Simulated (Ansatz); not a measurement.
# AlFH4NP: the cost of one run

The runs use Ansatz 0.2.0, Gaussian basis; the settings change from run to run.

## 1. The geometry

The geometry comes from an earlier relaxation with PBE0-D4 in a triple-zeta def2 set; it is a stationary point, not always the lowest conformer.

8 atoms, charge 0, spin multiplicity 1.

Atoms are counted from 1 here; the program's logs count them from 0.

Bond lengths: N1–Al2 1.757 Å, N1–H5 1.007 Å, N1–H6 1.006 Å, Al2–F3 1.652 Å, Al2–P4 2.313 Å, P4–H7 1.423 Å, P4–H8 1.422 Å. Angles: Al2–N1–H5 124.5°, Al2–N1–H6 125.0°, H5–N1–H6 110.5°, N1–Al2–F3 117.2°, N1–Al2–P4 124.0°, F3–Al2–P4 118.7°, Al2–P4–H7 91.8°, Al2–P4–H8 91.4°, H7–P4–H8 93.6°.

Coordinates:

```xyz
8
AlFH4NP
N     0.0561    1.6205   -0.1391
Al    0.4883    0.0167    0.4350
F     1.3102   -0.0788    1.8650
P     0.0824   -1.9315   -0.7441
H     0.2820    2.4776    0.3396
H    -0.4616    1.8121   -0.9806
H    -1.1585   -1.4331   -1.2297
H    -0.5067   -2.5403    0.3982
```

## 2. B2GP-PLYP/def2-SVP

Set apart from the defaults: atoms shaken by 0.15 Å, high accuracy.

in.yaml

```yaml
crystal:
  periodic: [false, false, false]
  atoms:
    - {symbol: N, position_ang: [-0.097537, 1.644274, -0.111627]}
    - {symbol: Al, position_ang: [0.567596, 0.018935, 0.303154]}
    - {symbol: F, position_ang: [1.507061, -0.122154, 1.713300]}
    - {symbol: P, position_ang: [0.142286, -2.055875, -0.648846]}
    - {symbol: H, position_ang: [0.319610, 2.678773, 0.253845]}
    - {symbol: H, position_ang: [-0.149488, 2.121185, -1.236859]}
    - {symbol: H, position_ang: [-1.153780, -1.436731, -1.052521]}
    - {symbol: H, position_ang: [-0.132752, -2.606133, 0.532456]}
basis:
  gaussian: {orbitals: def2-SVP}
hamiltonian: {xc: {name: B2GP-PLYP}}
accuracy: high
output: {forces: true}
```

Launch:

```sh
$ ansatz run in.yaml --threads 2 --pin off --events-out ev --progress --plain --max-ram 4352MiB
```

**Question.** How long does this run take on 2 threads of Intel Xeon Platinum 8488C, shared host, and how much memory does it need?

About 9.5 s, with a peak of 0.32 GiB.
